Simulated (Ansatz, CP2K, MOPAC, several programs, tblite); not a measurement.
**Ga4Sb3P: cheap methods against density-functional theory**

Aim: run Ga4Sb3P through methods of unlike cost and see what each gets, and at what price.

Program: MOPAC, tblite, CP2K, Ansatz (versions at each run). Level of theory: no spin polarisation, static lattice; gaps from single points on the cell relaxed beforehand with r²SCAN. These are calculated values, not measurements.

4 further runs of the same task are left out: 4 set aside as unsound or not needed.

## 1. Starting point

Symmetry: P-43m, No. 215, cubic system. Conventional cell: a = 5.961 Å, b = 5.961 Å, c = 5.961 Å, α = 90.00°, β = 90.00°, γ = 90.00°. Around P (site symmetry -43m) lie 4 Ga at 2.44 Å. Around Ga (site symmetry 3m) lie 1 P at 2.44 Å and 3 Sb at 2.63 Å. Around Sb (site symmetry -42m) lie 4 Ga at 2.63 Å.

As a file:

```cif
data_structure
_symmetry_space_group_name_H-M 'P-43m'
_symmetry_Int_Tables_number 215
_cell_length_a 5.9613
_cell_length_b 5.9613
_cell_length_c 5.9613
_cell_angle_alpha 90.000
_cell_angle_beta 90.000
_cell_angle_gamma 90.000
_cell_volume 211.85
loop_
_atom_site_label
_atom_site_type_symbol
_atom_site_symmetry_multiplicity
_atom_site_Wyckoff_symbol
_atom_site_fract_x
_atom_site_fract_y
_atom_site_fract_z
_atom_site_occupancy
P1 P 1 a 0.00000 0.00000 0.00000 1
Ga1 Ga 4 e 0.76372 0.76372 0.76372 1
Sb1 Sb 3 c 0.50000 0.50000 0.00000 1
```

The structure type (ordered alloy on zincblende lattice) is imposed and need not be the compound's stable one.

**Question.** The methods are PM6, PM7, GFN1-xTB (tblite), PBE/DZVP, PBE/SZV, coarse PBE, PBE, r2SCAN. What gap does r2SCAN give on this cell, and which other methods (full PBE left aside) come nearest to r2SCAN and farthest in gap, volume and bulk modulus?

```
                                               quantity                                                                            value
                                                 r2SCAN                                            gap 0.22 eV, 26.48 Å³/atom, B₀ 60 GPa
         gap: nearest and farthest of the other methods  GFN1-xTB (tblite), PBE/DZVP, coarse PBE (about 0.22 eV off); PBE/SZV (+0.28 eV)
      volume: nearest and farthest of the other methods                                     GFN1-xTB (tblite) (+4.3 %), PBE/SZV (+5.4 %)
bulk modulus: nearest and farthest of the other methods                                        GFN1-xTB (tblite) (+4 %), PBE/SZV (+36 %)
```

What this shows: For the gap (full PBE left aside), GFN1-xTB (tblite), PBE/DZVP, coarse PBE tie for nearest to r2SCAN, all without the gap that it finds; PBE/SZV is farthest. For the volume, of the 3 methods compared (full PBE left aside), GFN1-xTB (tblite) comes nearest to r2SCAN and PBE/SZV is farthest. For the bulk modulus, of the 3 methods compared (full PBE left aside), GFN1-xTB (tblite) comes nearest to r2SCAN and PBE/SZV is farthest. A minimal basis or a coarse cutoff and mesh shifts results by its own error, so closeness to r2SCAN can be chance. Cluster runs see only the k-points that fold onto the zone centre, so their gaps can miss the band edges. PM7, PM6 ended in an unphysical state and are left out of the comparison. No volume is given for coarse PBE, which can hide a larger miss. Overlaps count as a gap of zero in the misses; they are PBE/DZVP -0.07, coarse PBE -0.02, PBE -0.03 eV. CPU times run from 4.3 s (coarse PBE) to 58 s (PBE/DZVP). On this cell PBE/DZVP cost more than r2SCAN itself (35 s), so it is no saving here. GFN1-xTB (tblite), PBE/DZVP, coarse PBE, PBE disagree with r2SCAN even on whether there is a gap. r2SCAN is a yardstick, not the truth: it usually gives gaps below the measured ones. Spin-orbit coupling is left out throughout, and with elements this heavy it can close so small a gap.
